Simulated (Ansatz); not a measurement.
# In2O3: the cost of one run

Program: Ansatz 0.2.0. Level of theory: DFT r2SCAN, scalar-relativistic, plane waves, PAW. These are calculated values, not measurements.

## 1. Starting point

Symmetry: R-3c, No. 167, trigonal system. The conventional cell has a = 5.531 Å, b = 5.531 Å, c = 14.568 Å, α = 90.00°, β = 90.00°, γ = 120.00°. Around In (site symmetry 3) lie 6 O at 2.14 to 2.26 Å. Around O (site symmetry 2) lie 4 In at 2.14 to 2.26 Å.

As a file:

```cif
data_structure
_symmetry_space_group_name_H-M 'R-3c:H'
_symmetry_Int_Tables_number 167
_cell_length_a 5.5308
_cell_length_b 5.5308
_cell_length_c 14.5679
_cell_angle_alpha 90.000
_cell_angle_beta 90.000
_cell_angle_gamma 120.000
_cell_volume 385.92
loop_
_atom_site_label
_atom_site_type_symbol
_atom_site_symmetry_multiplicity
_atom_site_Wyckoff_symbol
_atom_site_fract_x
_atom_site_fract_y
_atom_site_fract_z
_atom_site_occupancy
In1 In 12 c 0.33333 0.66667 0.02426 1
O1 O 18 e 0.29549 0.00000 0.25000 1
```

## 2. Relaxing the atoms: In2O3, no spin

File input.yaml:

```yaml
crystal:
  lattice:
    - [2.76539171, 1.59659964, 4.85596712]
    - [-2.76539171, 1.59659964, 4.85596712]
    - [0.0, -3.19319929, 4.85596712]
  atoms:
    - { symbol: In, position: [0.3575925, 0.3575925, 0.3575925] }
    - { symbol: In, position: [0.1424075, 0.1424075, 0.1424075] }
    - { symbol: In, position: [0.6424075, 0.6424075, 0.6424075] }
    - { symbol: In, position: [0.8575925, 0.8575925, 0.8575925] }
    - { symbol: O, position: [0.5454853, 0.9545147, 0.2499999] }
    - { symbol: O, position: [0.2500001, 0.5454853, 0.9545146] }
    - { symbol: O, position: [0.9545147, 0.25, 0.5454852] }
    - { symbol: O, position: [0.4545147, 0.0454852, 0.7500001] }
    - { symbol: O, position: [0.7499999, 0.4545147, 0.0454854] }
    - { symbol: O, position: [0.0454853, 0.7499999, 0.4545147] }
scf:
  occupations: { method: fixed }
output:
  forces: true
  stress: true
  write_density: true
  write_potential: true
  elf: true
  volumetric_format: npy
hamiltonian:
  xc: r2scan
kpoints:
  mp_grid: { grid: [5, 5, 5] }
relax:
  f_tol: 0.01
```

Command:

```console
> ansatz run input.yaml --threads 8 --pin off --max-ram 18432MiB --backend cpu --events-out ev --progress --plain --runs-dir out
```

What time and memory should one allow on 8 threads of Intel Xeon 6975P-C (Granite Rapids), shared host?

About 11 s, with a peak of 1.2 GiB.
